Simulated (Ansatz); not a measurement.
# BClH6OSi2: one species, many methods

One table from this session's results is given with a row withheld; the runs are named, their logs left out.

Program: Ansatz 0.2.0, Gaussian basis. Level of theory: functionals in def2-TZVPP, the program's frozen cores in correlated methods. These are calculated values, not measurements.

Plan: PBE-D4, r2SCAN-D4, PBE0-D4, B3LYP-D4, ωB97X-V, ωB97M-V, B2PLYP; CCSD(T)/def2-TZVPP; MP2/def2-QZVPP; extrapolation to the limit.

### The relaxed structure

All runs share one geometry, relaxed beforehand with PBE0-D4 in a triple-zeta def2 set.

SMILES `[SiH3][SiH2]OBCl`, 11 atoms, charge 0, spin multiplicity 1.

Atoms are counted from 1 here; the program's logs count them from 0.

Bond lengths: Si1–Si2 2.346 Å, Si1–H6 1.488 Å, Si1–H7 1.487 Å, Si1–H8 1.487 Å, Si2–O3 1.669 Å, Si2–H9 1.485 Å, Si2–H10 1.485 Å, O3–B4 1.336 Å, B4–Cl5 1.756 Å, B4–H11 1.197 Å. Angles: Si2–Si1–H6 107.7°, Si2–Si1–H7 110.9°, Si2–Si1–H8 110.9°, H6–Si1–H7 109.0°, H6–Si1–H8 109.0°, H7–Si1–H8 109.3°, Si1–Si2–O3 112.2°, Si1–Si2–H9 111.0°, Si1–Si2–H10 110.9°, O3–Si2–H9 106.9°, O3–Si2–H10 106.8°, H9–Si2–H10 108.8°, Si2–O3–B4 132.4°, O3–B4–Cl5 119.3°, O3–B4–H11 122.8°, Cl5–B4–H11 117.8°.

The first run:

Input file in.yaml:

```yaml
crystal:
  periodic: [false, false, false]
  atoms:
    - {symbol: Si, position_ang: [-1.510668, 0.510508, 0.732859]}
    - {symbol: Si, position_ang: [0.830678, 0.631640, 0.659818]}
    - {symbol: O, position_ang: [1.477161, -0.347247, -0.527364]}
    - {symbol: B, position_ang: [0.919715, -1.169472, -1.420113]}
    - {symbol: Cl, position_ang: [1.948529, -2.051913, -2.536302]}
    - {symbol: H, position_ang: [-1.977367, 1.417111, 1.817131]}
    - {symbol: H, position_ang: [-2.105105, 0.951944, -0.556192]}
    - {symbol: H, position_ang: [-1.961600, -0.874003, 1.032249]}
    - {symbol: H, position_ang: [1.425500, 0.195507, 1.948488]}
    - {symbol: H, position_ang: [1.281607, 2.015946, 0.368335]}
    - {symbol: H, position_ang: [-0.263050, -1.337221, -1.498508]}
basis:
  gaussian: {orbitals: def2-TZVPP}
hamiltonian: {xc: pbe, dispersion: d4}
output: {forces: true, orbitals: {seedname: orbitals}}
```

Command:

```sh
$ ansatz run in.yaml --threads 4 --pin off --events-out ev --progress --plain --max-ram 10444MiB
```

Among the steps run: PBE-D4 (GGA); r2SCAN-D4 (meta-GGA); PBE0-D4 (hybrid); B3LYP-D4 (hybrid); ωB97X-V (range-separated); ωB97M-V (range-separated); B2PLYP (double hybrid); CCSD(T) in def2-TZVPP; MP2 in def2-QZVPP.

One of the session's tables, all rows but one given; the rest of the session is left out.

It belongs to the step «Atomisation energies». 

```
            method  atomisation energy (kJ/mol)
            PBE-D4                       3734.0
         r2SCAN-D4                       3747.9
           PBE0-D4                       3702.0
          B3LYP-D4                       3724.0
           ωB97X-V                       3756.2
           ωB97M-V                       3742.3
            B2PLYP                            ?
     HF/def2-TZVPP                       2856.5
    MP2/def2-TZVPP                       3677.4
   CCSD/def2-TZVPP                       3590.5
CCSD(T)/def2-TZVPP                       3634.9
           MP2/CBS                       3772.8
       CCSD(T)/CBS                       3730.3
```

Q: Estimate the row for B2PLYP from the others.

The run gave: atomisation energy (kJ/mol): 3683.8. In the column «atomisation energy (kJ/mol)» it lies between MP2/def2-TZVPP (3677.4) and PBE0-D4 (3702.0).

Limits of these values: Free atoms (2 Si, 1 O, 1 B, 1 Cl, 6 H) were run apart at each level; the atomisation energy is their sum less the molecule, without zero-point or spin-orbit terms.
